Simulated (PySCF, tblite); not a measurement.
# C3H12O2Si3: geometry, infrared bands and NMR shifts

Aim: predict the infrared bands and NMR shifts of C3H12O2Si3 (`COC(=O)[Si](C)([SiH3])[SiH3]`).

Computed with tblite 0.8.0 and PySCF 2.14.0, with density-fitted response routines of our own, on a single molecule in the gas phase. Atoms count from 0, in the outputs and in this text.

### Step 1. The molecule as given

20 atoms, charge 0, multiplicity 1; geometry from: force field or distance geometry start.

Bonds of the start (Å): C0–O1 1.44, O1–C2 1.35, C2–O3 1.28, C2–Si4 1.84, Si4–C5 1.87, Si4–Si6 2.24, Si4–Si7 2.20, C0–H8 1.12, C0–H9 1.12, C0–H10 1.11, C5–H11 1.10, C5–H12 1.11, C5–H13 1.11, Si6–H14 1.48, Si6–H15 1.47, Si6–H16 1.46, Si7–H17 1.49, Si7–H18 1.46, Si7–H19 1.49.

### Step 2. Geometry optimisation with GFN2-xTB

The job: settings as JSON, then the geometry in Å.

```
{"job": {"kind": "relax", "xc": "GFN2-xTB", "basis": "xTB"}, "charge": 0, "multiplicity": 1}
C      3.319100    -0.648300    -0.119900
O      1.884800    -0.783800    -0.163700
C      1.127000     0.332400    -0.053000
O      1.630700     1.507900     0.055700
Si    -0.715900     0.250700    -0.084200
C     -1.292000     1.807600    -0.954800
Si    -1.357600     0.215300     2.066700
Si    -1.542300    -1.565800    -0.998900
H      3.693800    -1.517600     0.475200
H      3.551100     0.323300     0.378200
H      3.690800    -0.699000    -1.164900
H     -2.390000     1.905100    -0.885100
H     -0.815500     2.657400    -0.420000
H     -0.933900     1.768000    -2.009800
H     -0.542000    -0.847200     2.694100
H     -2.779400    -0.148500     2.083200
H     -1.071600     1.536300     2.608100
H     -0.877700    -2.823900    -0.550600
H     -1.641500    -1.551600    -2.453200
H     -2.942900    -1.707600    -0.506100
```

Command:

```console
$ OMP_NUM_THREADS=1 python probes_run.py task.json out
```

This one command runs all jobs of the session in turn.

**Question.** This job is followed by: GFN2-xTB harmonic vibrations, gas phase; GIAO PBE0/pcSseg-1 NMR shielding, non-relativistic, gas phase. What will the session give for the following? strongest single infrared mode (GFN2-xTB); zero-point energy (GFN2-xTB); 13C shifts against TMS (PBE0/pcSseg-1); 1H shifts against TMS (PBE0/pcSseg-1, means over atoms taken as alike); 17O shifts against H2O (PBE0/pcSseg-1); 29Si shifts against TMS (PBE0/pcSseg-1, means over atoms taken as alike).

**Answer**, as computed:

| quantity | value |
| --- | --- |
| strongest single infrared mode (GFN2-xTB) | 748 cm⁻¹, 1154 km/mol |
| zero-point energy (GFN2-xTB) | 84.2 kcal/mol |
| 13C shifts against TMS (PBE0/pcSseg-1) | 192.1, 52.2, -4.1 ppm |
| 1H shifts against TMS (PBE0/pcSseg-1, means over atoms taken as alike) | 3.90, 3.57, 0.46 ppm |
| 17O shifts against H2O (PBE0/pcSseg-1) | 517.4, 224.0 ppm |
| 29Si shifts against TMS (PBE0/pcSseg-1, means over atoms taken as alike) | -61.9, -109.2 ppm |

The optimisation took 142 steps and gained 0.824 eV; among the close pairs (by a distance rule), Si4–Si7 changed most, from 2.195 to 2.334 Å. The lowest mode is imaginary (22i cm⁻¹), so the xTB geometry is not a minimum. The strongest single mode, at 748 cm⁻¹, has its largest shares on H14, H15, H17 and H19 (the list is cut at 4 atoms). GFN2-xTB is a fitted tight-binding method: band positions and strengths are rough. Its intensities can rank the bands wrongly. H8, H9, H10 (mean) (hydrogen on a methyl carbon bonded to O) lies farthest downfield among hydrogen, at 3.90 ppm; its carbon carries O, hence the downfield position. At PBE0/pcSseg-1: Shielding is most anisotropic at O3 (span 858 ppm, paramagnetic term -585 ppm).
